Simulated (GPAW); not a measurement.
BiS in GPAW: convergence with bands over the usual count

BiS:

```
Bi S
1.0
     4.00294    0.00000    0.00000
     0.00000    4.00294    0.00000
     0.00000    0.00000    4.00294
Bi S
1 1
Direct
  0.50000 0.50000 0.50000
  0.00000 0.00000 0.00000
```

The cell was built by a generator and needn't be a form met in nature.

* Program: GPAW 26.7.0
* Task: convergence study
* Functional: PBE
* Potentials or basis: GPAW PAW data sets (gpaw-data 1.2.1)
* Cutoff: 600 eV
* Basis: pw
* k mesh: 7 × 7 × 7
* Occupations: fermi-dirac, width 0.05 eV
* Spin: no spin polarisation

These are the settings of the first run; the series varies bands over the usual count, with any setting tied to it.

Hardware: 1 thread of Arm Neoverse V2 (shared host).

```tsv
bands over the usual count	energy less the tightest run, at zero smearing (meV/atom)	SCF cycles	CPU time (s)	peak memory (GiB)
0.72	0.00	11	9.7	0.16
0.8	0.00	11	11	0.16
0.9	0.00	11	12	0.16
1	0.00	11	13	0.16
1.3	0.00	11	16	0.16
1.7	0.00	11	22	0.17
2.5	0.00	11	31	0.18
```

Against the tightest run, the energy stays within 1 meV/atom from 0.72 on. The tightest run that finished is the yardstick and may itself not be fully converged.
